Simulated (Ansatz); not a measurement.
# TeMo2: the cost of one run

Computed with Ansatz 0.2.0 (DFT PBE, scalar-relativistic, plane waves, PAW, unless a step's input says otherwise).

### 1 Starting point

Symmetry: Fm-3m, No. 225, cubic system. Conventional cell: a = 6.250 Å, b = 6.250 Å, c = 6.250 Å, α = 90.00°, β = 90.00°, γ = 90.00°. Te (site symmetry m-3m) is surrounded by 8 Mo at 2.71 Å. Mo (site symmetry -43m) is surrounded by 4 Te at 2.71 Å.

Coordinates:

```
Te Mo
1.0
     0.00000    3.12499    3.12499
     3.12499    0.00000    3.12499
     3.12499    3.12499    0.00000
Te Mo
1 2
Direct
  0.00000 0.00000 0.00000
  0.25000 0.25000 0.25000
  0.75000 0.75000 0.75000
```

(A quick probe on a coarse mesh, which set the mesh and smearing, is not shown.)

### 3 Relaxing cell and atoms

input.yaml reads:

```yaml
crystal:
  lattice:
    - [0.0, 3.1249896995, 3.1249896995]
    - [3.1249896995, 0.0, 3.1249896995]
    - [3.1249896995, 3.1249896995, 0.0]
  atoms:
    - { symbol: Te, position: [0.0, 0.0, 0.0] }
    - { symbol: Mo, position: [0.25, 0.25, 0.25] }
    - { symbol: Mo, position: [0.75, 0.75, 0.75] }
basis:
  ecutwfc: 420
kpoints:
  mp_grid: { grid: [14, 14, 14] }
hamiltonian:
  xc: pbe
scf:
  occupations: { method: gaussian, width: 0.1 }
output:
  forces: true
  stress: true
  eigenvalues: true
  write_density: true
  write_potential: true
  elf: true
  volumetric_format: npy
relax:
  adjacent_minimum: "off"
  f_tol: 0.01
  max_steps: 80
  cell: { stress_tol: 0.05 }
```

Command:

```sh
$ ansatz run input.yaml --threads 1 --pin off --max-ram 2560MiB --backend cpu --events-out ev --progress --plain --runs-dir out
```

What time and memory should one allow on 1 thread of Arm Neoverse V1, shared host?

About 44 s, with a peak of 0.44 GiB.
